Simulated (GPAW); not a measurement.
# CsLiCr2Te2S3 (P3m1) in GPAW: band structure with revPBE

Aim: the band structure of CsLiCr2Te2S3 with revPBE.

All numbers are computed with GPAW 26.7.0; they aren't measurements. Logs are shortened: lines on timing, memory, paths and dates and some standing lists are left out, and cuts for length are marked. The log counts tension as positive stress, the text compression.

## Step 1: Starting point

It takes space group P3m1 (No. 156, trigonal). The conventional cell has a = 3.604 Å, b = 3.604 Å, c = 19.067 Å, α = 90.00°, β = 90.00°, γ = 120.00°. Cs (site symmetry 3m) has 3 S at 3.38 Å and 6 Cs at 3.60 Å and 3 Te at 3.77 Å as nearest neighbours. Around Li (site symmetry 3m) lie 6 S at 2.63 to 2.66 Å. Around Cr (site symmetry 3m) lie 3 S at 2.40 Å and 3 Te at 2.74 Å. Around Cr (site symmetry 3m) lie 6 S at 2.43 to 2.45 Å. Te (site symmetry 3m) is surrounded by 6 Te at 3.60 Å and 3 Cs at 3.77 Å. Te (site symmetry 3m) has 3 Cr at 2.74 Å as nearest neighbours. S (site symmetry 3m) is surrounded by 3 Cr at 2.45 Å and 3 Li at 2.63 Å. S (site symmetry 3m) is surrounded by 3 Cr at 2.40 Å and 3 Li at 2.66 Å.

The cell was built by a generator and needn't be a form met in nature.

## Step 2: Band structure, revPBE, collinear spin, ferromagnetic start

Contents of run.py:

```python
from ase import Atoms
from ase.dft.bandgap import bandgap
from ase.io import write
from ase.units import GPa
from ase.parallel import parprint
from gpaw import GPAW, PW

atoms = Atoms(['Cs', 'Li', 'Cr', 'Cr', 'Te', 'Te', 'S', 'S', 'S'],
              cell=[[3.6035792099, 0.0, 0.0],
                    [-1.801789605, 3.1207911404, 0.0],
                    [0.0, 0.0, 19.06651]],
              scaled_positions=[[0.0, 0.0, 0.37399],
                                [0.6666666667, 0.3333333333, 0.01607],
                                [0.0, 0.0, 0.86637],
                                [0.3333333333, 0.6666666667, 0.16833],
                                [0.3333333333, 0.6666666667, 0.53891],
                                [0.6666666667, 0.3333333333, 0.77276],
                                [0.0, 0.0, 0.1003],
                                [0.3333333333, 0.6666666667, 0.9292],
                                [0.6666666667, 0.3333333333, 0.23408]],
              pbc=True)
atoms.set_initial_magnetic_moments([0.0, 0.0, 3.0, 3.0, 0.0, 0.0, 0.0, 0.0, 0.0])

calc = GPAW(mode=PW(800),
            xc='revPBE',
            kpts={'size': (6, 6, 1), 'gamma': True},
            occupations={'name': 'fermi-dirac', 'width': 0.05},
            nbands=49,
            convergence={'density': 1e-05, 'energy': 1e-05},
            maxiter=150,
            txt='gpaw.txt')
atoms.calc = calc
energy = atoms.get_potential_energy()
forces = atoms.get_forces()
stress = atoms.get_stress()
calc.write('gs.gpw')
write('result.traj', atoms)
parprint(f'Energy: {energy:.6f} eV')
parprint('Forces (eV/A):')
parprint(forces.round(4))
parprint('Stress (GPa):', (stress / GPa).round(3))
parprint('Moments:', calc.get_magnetic_moments().round(3))
parprint('Fermi level:', round(calc.get_fermi_level(), 4), 'eV')
parprint(f'Gap: {bandgap(calc)[0]:.4f} eV, direct: {bandgap(calc, direct=True)[0]:.4f} eV')

path = atoms.cell.bandpath('GMKGALHA,LM,KH', npoints=100, eps=1e-4)
bs_calc = calc.fixed_density(kpts=path, symmetry='off', nbands=83,
                             convergence={'bands': 'CBM+6.0', 'eigenstates': 1e-6}, txt='bands.txt')
bs = bs_calc.band_structure()
bs.write('bs.json')
parprint(f'Gap on the path: {bandgap(bs_calc)[0]:.4f} eV')
```

Potentials or basis: the program's PAW data sets (release 1.2.1) made for this functional, pw.

Command:

```
$ OMP_NUM_THREADS=1 mpirun -n 8 gpaw python run.py
```

gpaw.txt:

```text
__  _  _
 | _ |_)|_||  |
 |__||  | ||/\| - 26.7.0

Input parameters:
  mode=PW(ecut=800.0),
  convergence={'density': 1e-05, 'energy': 1e-05},
  kpts=MonkhorstPack(size=(6, 6, 1), gamma=True),
  maxiter=150,
  nbands=49,
  occupations=Occupations(name='fermi-dirac', width=0.05),
  xc=XC(name='revPBE')

Diagonalizing LCAO Hamiltonian
Converting LCAO to pw mode

         S

       Cr
            Te

         Te

       Cs

         Cr S

       S

            Li

Atoms  # Å, Bohr magnetons
|   | symbol |         x |        y |         z |    initial magnetic moments |
|---|--------|-----------|----------|-----------|-----------------------------|
| 0 |     Cs |  0.000000 | 0.000000 |  7.130684 | ( 0.0000,  0.0000,  0.0000) |
| 1 |     Li |  1.801790 | 1.040264 |  0.306399 | ( 0.0000,  0.0000,  0.0000) |
| 2 |     Cr |  0.000000 | 0.000000 | 16.518652 | ( 0.0000,  0.0000,  3.0000) |
| 3 |     Cr | -0.000000 | 2.080527 |  3.209466 | ( 0.0000,  0.0000,  3.0000) |
| 4 |     Te | -0.000000 | 2.080527 | 10.275133 | ( 0.0000,  0.0000,  0.0000) |
| 5 |     Te |  1.801790 | 1.040264 | 14.733836 | ( 0.0000,  0.0000,  0.0000) |
| 6 |      S |  0.000000 | 0.000000 |  1.912371 | ( 0.0000,  0.0000,  0.0000) |
| 7 |      S | -0.000000 | 2.080527 | 17.716601 | ( 0.0000,  0.0000,  0.0000) |
| 8 |      S |  1.801790 | 1.040264 |  4.463089 | ( 0.0000,  0.0000,  0.0000) |

Unit cell  # Å
| periodic |         x |        y |         z |   lengths |     angles |
|----------|-----------|----------|-----------|-----------|------------|
|      yes |  3.603579 | 0.000000 |  0.000000 |  3.603579 |  90.000000 |
|      yes | -1.801790 | 3.120791 |  0.000000 |  3.603579 |  90.000000 |
|      yes |  0.000000 | 0.000000 | 19.066510 | 19.066510 | 120.000000 |

Number of symmetries: 6
Symmetry operations  # r_c * U_cc + t_c -> r_c
|   | kind |            matrix            |
|---|------|------------------------------|
| 0 |  σ   |  1, 1, 0,  0,-1, 0,  0, 0, 1 |
| 1 |  E   |  1, 0, 0,  0, 1, 0,  0, 0, 1 |
| 2 |  C3  |  0, 1, 0, -1,-1, 0,  0, 0, 1 |
| 3 |  σ   |  0,-1, 0, -1, 0, 0,  0, 0, 1 |
| 4 |  σ   | -1, 0, 0,  1, 1, 0,  0, 0, 1 |
| 5 |  C3  | -1,-1, 0,  1, 0, 0,  0, 0, 1 |

BZ-sampling:
  Number of BZ points: 36
  Number of IBZ points: 7

  Monkhorst-Pack size: [6, 6, 1]
  Monkhorst-Pack shift: [0.08333333333333333, 0.08333333333333333, 0.0]

K-points  # in reciprocal-cell coordinates
|   |                                coordinates |     weight |
|---|--------------------------------------------|------------|
| 0 | (  0.00000000,   0.00000000,   0.00000000) | 0.02777778 |
| 1 | (  0.16666667,   0.00000000,   0.00000000) | 0.16666667 |
| 2 | (  0.33333333,  -0.16666667,   0.00000000) | 0.16666667 |
| 3 | (  0.33333333,   0.00000000,   0.00000000) | 0.16666667 |
| 4 | (  0.33333333,   0.33333333,   0.00000000) | 0.05555556 |
| 5 | (  0.50000000,   0.33333333,   0.00000000) | 0.33333333 |
| 6 | (  0.50000000,   0.50000000,   0.00000000) | 0.08333333 |

Plane wave coefficients: 11063
Cutoff: 800.0 eV

Spin-components: 2 (collinear spins)
Bands:           49
Projectors:      45
Spin-degeneracy: 1
Datatype:        complex128

Parallelization:
  kpt:    8
  domain: 1
  band:   1

Density:
  Valence electrons: 52.0
  Components: 2
  Grid points: [ 24  24 125]
  Charge: 0.0  # |e|

Potential:
  Grid points: [ 24  24 125]

species:
  Cs:
    name:    Caesium
    Z:       55.0
    valence: 9
    core:    46
    charge:  0.0  # [|e|]
    compensation charges:
      type: gauss
      rc: 0.33  # [Å]
      lmax: 2
    cutoffs:
      filter: 2.06  # [Å]
      core: 2.51  # [Å]
    projectors
    | kind |    occ | energy [eV] | rcut [Å] |
    |------|--------|-------------|----------|
    |   5s |  2.000 |     -26.706 |    1.164 |
    |   6s |  1.000 |      -2.027 |    1.164 |
    |   5p |  6.000 |     -13.536 |    1.058 |
    |    p |        |      13.676 |    1.058 |
    |    d |        |       0.000 |    1.058 |

    Using partial waves for Cs as LCAO basis

  Li:
    name:    Lithium
    Z:       3.0
    valence: 1
    core:    2
    charge:  0.0  # [|e|]
    compensation charges:
      type: gauss
      rc: 0.33  # [Å]
      lmax: 2
    cutoffs:
      filter: 1.91  # [Å]
      core: 2.55  # [Å]
    projectors
    | kind |    occ | energy [eV] | rcut [Å] |
    |------|--------|-------------|----------|
    |   2s |  1.000 |      -2.883 |    1.058 |
    |   2p |  0.000 |      -1.096 |    1.058 |
    |    s |        |      24.328 |    1.058 |

    Using partial waves for Li as LCAO basis

  Cr:
    name:    Chromium
    Z:       24.0
    valence: 6
    core:    18
    charge:  0.0  # [|e|]
    compensation charges:
      type: gauss
      rc: 0.35  # [Å]
      lmax: 2
    cutoffs:
      filter: 2.14  # [Å]
      core: 3.04  # [Å]
    projectors
    | kind |    occ | energy [eV] | rcut [Å] |
    |------|--------|-------------|----------|
    |   4s |  1.000 |      -3.933 |    1.164 |
    |   4p |  0.000 |      -0.966 |    1.217 |
    |   3d |  5.000 |      -2.850 |    1.111 |
    |    s |        |      23.278 |    1.164 |
    |    p |        |      26.245 |    1.217 |
    |    d |        |      24.362 |    1.111 |

    Using partial waves for Cr as LCAO basis

  Te:
    name:    Tellurium
    Z:       52.0
    valence: 6
    core:    46
    charge:  0.0  # [|e|]
    compensation charges:
      type: gauss
      rc: 0.36  # [Å]
      lmax: 2
    cutoffs:
      filter: 2.09  # [Å]
      core: 3.17  # [Å]
    projectors
    | kind |    occ | energy [eV] | rcut [Å] |
    |------|--------|-------------|----------|
    |   5s |  2.000 |     -15.027 |    1.180 |
    |   5p |  4.000 |      -5.913 |    1.196 |
    |    s |        |      12.185 |    1.180 |
    |    p |        |      21.299 |    1.196 |
    |    d |        |       0.000 |    1.238 |

    Using partial waves for Te as LCAO basis

  S:
    name:    Sulfur
    Z:       16.0
    valence: 6
    core:    10
    charge:  0.0  # [|e|]
    compensation charges:
      type: gauss
      rc: 0.24  # [Å]
      lmax: 2
    cutoffs:
      filter: 1.77  # [Å]
      core: 1.66  # [Å]
    projectors
    | kind |    occ | energy [eV] | rcut [Å] |
    |------|--------|-------------|----------|
    |   3s |  2.000 |     -17.230 |    0.974 |
    |   3p |  4.000 |      -6.978 |    0.979 |
    |    s |        |       9.981 |    0.974 |
    |    p |        |      20.234 |    0.979 |
    |    d |        |       0.000 |    0.900 |

    Using partial waves for S as LCAO basis

Reference energy: -671358.318057  # eV

eigensolver:
  PPCG
  Converge bands: occupied
  niter=2

density mixing:
  MSR1-Mixer
  Pratt-step length: 0.05
  Maximum mixing coefficient: 0.75
  Old densities: 10
  SVD Regularization: 0.005
  Good broyden scale: 1.0
  Trust region scale: 1.0
  Backstep threshold: 4.0
  History deletion threshold: 6.0
  Fourier metric: weight=20.0, sigma=0.015

occupation numbers:
  Fermi-Dirac:
    width: 0.0500  # eV

poisson solver:
  ecut: 6400.0  # eV

xc functional:
  name: revPBE with 2 nearest neighbor stencil

convergence criteria:
- Maximum integral of absolute [dens]ity change: 1e-05 electrons / valence electron
- Maximum [total energy] change in last 3 cyles: 1e-05 eV / valence electron
- Maximum integral of absolute [eigenst]ate change: 4e-08 eV^2 / valence electron
maximum number of iterations: 150

SCF iterations
|iter     | |      energy | eigst |  dens |  magmom |
|---------|-|-------------|-------|-------|---------|
|iter:   1| |  -53.403517 | +0.25 |       |  +5.9865|
|iter:   2| |  -98.382204 | -0.49 | -0.55 |  +5.8828|
|iter:   3| |  -45.124082 | -1.22 | -0.31 |  +5.8644|
|iter:   4| |  -43.177353 | -1.72 | -0.71 |  +5.8051|
|iter:   5| |  -43.009210 | -2.57 | -0.93 |  +5.7851|
|iter:   6| |  -43.020716 | -2.50 | -0.99 |  +5.7317|
|iter:   7| |  -43.096257 | -3.00 | -1.04 |  +5.6480|
|iter:   8| |  -43.243096 | -2.78 | -1.11 |  +5.5419|
|iter:   9| |  -43.491479 | -2.67 | -1.22 |  +5.4728|
|iter:  10| |  -43.572844 | -2.76 | -1.33 |  +5.4494|
|iter:  11| |  -43.557807 | -3.35 | -1.52 |  +5.4019|
|iter:  12| |  -43.871006 | -2.59 | -1.61 |  +5.4573|
|iter:  13| |  -43.585641 | -2.70 | -1.39 |  +5.5014|
|iter:  14| |  -43.553905 | -3.43 | -1.81 |  +5.5895|
|iter:  15| |  -43.546894 | -3.92 | -2.10 |  +5.6426|
|iter:  16| |  -43.546653 | -4.23 | -2.44 |  +5.6936|
|iter:  17| |  -43.546441c| -4.45 | -2.62 |  +5.7022|
|iter:  18| |  -43.546288c| -5.05 | -2.92 |  +5.7055|
|iter:  19| |  -43.546689c| -5.32 | -2.94 |  +5.7129|
|iter:  20| |  -43.546258c| -5.90 | -3.08 |  +5.7133|
|iter:  21| |  -43.546339c| -6.11 | -3.22 |  +5.7163|
|iter:  22| |  -43.546330c| -6.50 | -3.61 |  +5.7180|
|iter:  23| |  -43.546369c| -7.36 | -4.01 |  +5.7176|
|iter:  24| |  -43.546334c| -7.64c| -3.97 |  +5.7175|
|iter:  25| |  -43.546342c| -7.69c| -4.32 |  +5.7172|
|iter:  26| |  -43.546342c| -7.64c| -4.51 |  +5.7170|
|iter:  27| |  -43.546343c| -8.03c| -4.88 |  +5.7162|
|iter:  28| |  -43.546343c| -8.15c| -5.03c|  +5.7159|

Converged in 28 steps
Energy contributions relative to reference atoms: (reference = -671358.318057)

Energy contributions:
  Kinetic:          15.311343
  Coulomb:         -22.907753
  Zero:              0.909439
  External:          0.000000
  Xc:              -36.844871
  Entropy:          -0.029001
  Spinorbit:         0.000000
  ----------------------------
  Free energy:     -43.560844
  Extrapolated:    -43.546343

dipole moment: (-21.215808, -34.556769, -6.765895)  # |e|*Ang

Total magnetic moment: (0.000000, 0.000000, 5.715864)

Local magnetic moments
|        x |        y |         z |
|----------|----------|-----------|
| 0.000000 | 0.000000 | -0.000431 |  # Cs   0
| 0.000000 | 0.000000 | -0.002609 |  # Li   1
| 0.000000 | 0.000000 |  2.721672 |  # Cr   2
| 0.000000 | 0.000000 |  2.822524 |  # Cr   3
| 0.000000 | 0.000000 | -0.005346 |  # Te   4
| 0.000000 | 0.000000 | -0.142012 |  # Te   5
| 0.000000 | 0.000000 | -0.057474 |  # S    6
| 0.000000 | 0.000000 | -0.066710 |  # S    7
| 0.000000 | 0.000000 | -0.068079 |  # S    8

Fermi level: 6.029
Eigenvalues  # (at kpt = [0.000, 0.000, 0.000])
| band index |      eig [eV] | occ [0-1] |      eig [eV] | occ [0-1] |
|------------|---------------|-----------|---------------|-----------|
|          0 |       -17.601 |     1.000 |       -17.601 |     1.000 |
|        ... |               |           |               |           |
|         15 |         3.490 |     1.000 |         3.547 |     1.000 |
|         16 |         3.857 |     1.000 |         3.817 |     1.000 |
|         17 |         4.103 |     1.000 |         4.756 |     1.000 |
|         18 |         4.107 |     1.000 |         4.860 |     1.000 |
|         19 |         4.478 |     1.000 |         4.860 |     1.000 |
|         20 |         4.481 |     1.000 |         6.761 |     0.000 |
[... 8 lines left out ...]
|         29 |         7.604 |     0.000 |         7.981 |     0.000 |
|         30 |         7.604 |     0.000 |         7.981 |     0.000 |
|        ... |               |           |               |           |
|         48 |        14.181 |     0.000 |        14.244 |     0.000 |

No gap
No difference between direct/indirect transitions

Forces  # eV/Ang
|        x |        y |        z |
|----------|----------|----------|
| -0.00000 | -0.00000 |  0.03240 |  # Cs   0
| -0.00000 |  0.00000 | -0.00406 |  # Li   1
|  0.00000 | -0.00000 | -0.16699 |  # Cr   2
| -0.00000 |  0.00000 | -0.02507 |  # Cr   3
| -0.00000 | -0.00000 |  0.03965 |  # Te   4
| -0.00000 | -0.00000 | -0.06457 |  # Te   5
|  0.00000 |  0.00000 | -0.11333 |  # S    6
| -0.00000 |  0.00000 |  0.16964 |  # S    7
| -0.00000 |  0.00000 |  0.13268 |  # S    8

Stress tensor  # eV/Ang^3
|         x |         y |         z |
|-----------|-----------|-----------|
| -0.011764 | -0.000000 |  0.000000 |
| -0.000000 | -0.011764 | -0.000000 |
|  0.000000 | -0.000000 | -0.009701 |

# Writing to gs.gpw (mode='')
```

Run time: 3.7 min. Hardware: 8 MPI ranks of AMD EPYC 9R45 (Zen 5), shared host; peak memory 0.93 GiB.

Results:

| Item | Value |
| --- | --- |
| Free energy | -43.5608 eV |
| Pressure | 1.8 GPa |
| Largest force | 0.170 eV/Å |
| Band gap along the path | none (metal or under the smearing width) |
| Net moment | 5.72 μB per cell |
| Site moments | Cs -0.00; Li -0.00; Cr +2.72, +2.82; Te -0.01, -0.14; S -0.06, -0.07 μB |

Forces in eV/Å, atoms in the order of the input:
```
Cs   0.000  0.000  0.032
Li   0.000  0.000 -0.004
Cr   0.000  0.000 -0.167
Cr   0.000  0.000 -0.025
Te   0.000  0.000  0.040
Te   0.000  0.000 -0.065
S    0.000  0.000 -0.113
S    0.000  0.000  0.170
S    0.000  0.000  0.133
```

Levels at the corners of the path, in eV from the Fermi level:
Spin up:
```csv
point,band 27,band 28,band 29,band 30,band 31,band 32
Γ,0.42,0.42,1.34,1.57,1.57,1.97
M,-1.08,-0.91,-0.90,0.38,0.85,1.17
K,-1.12,-0.88,-0.88,-0.66,0.69,0.74
Γ,0.42,0.42,1.34,1.57,1.57,1.97
A,0.42,0.42,1.34,1.57,1.57,1.97
L,-1.08,-0.91,-0.90,0.38,0.85,1.16
H,-1.12,-0.89,-0.88,-0.65,0.69,0.74
A,0.42,0.42,1.34,1.57,1.57,1.97
L,-1.08,-0.91,-0.90,0.38,0.85,1.16
M,-1.08,-0.91,-0.90,0.38,0.85,1.17
K,-1.12,-0.88,-0.88,-0.66,0.69,0.74
H,-1.12,-0.89,-0.88,-0.65,0.69,0.74
```
Spin down:
```csv
point,band 21,band 22,band 23,band 24,band 25,band 26
Γ,0.73,0.73,1.00,1.00,1.22,1.24
M,-1.90,-1.09,-0.90,0.38,0.45,0.84
K,-2.63,-2.54,-1.86,-0.87,1.32,1.64
Γ,0.73,0.73,1.00,1.00,1.22,1.24
A,0.73,0.73,1.00,1.00,1.24,1.24
L,-1.90,-1.08,-0.90,0.38,0.44,0.84
H,-2.65,-2.54,-1.87,-0.87,1.32,1.64
A,0.73,0.73,1.00,1.00,1.24,1.24
L,-1.90,-1.08,-0.90,0.38,0.44,0.84
M,-1.90,-1.09,-0.90,0.38,0.45,0.84
K,-2.63,-2.54,-1.86,-0.87,1.32,1.64
H,-2.65,-2.54,-1.87,-0.87,1.32,1.64
```

Caveat: spin-orbit coupling is left out, which moves the levels of the heavy elements; only a ferromagnetic start was run, and an antiferromagnetic order may lie lower in energy.
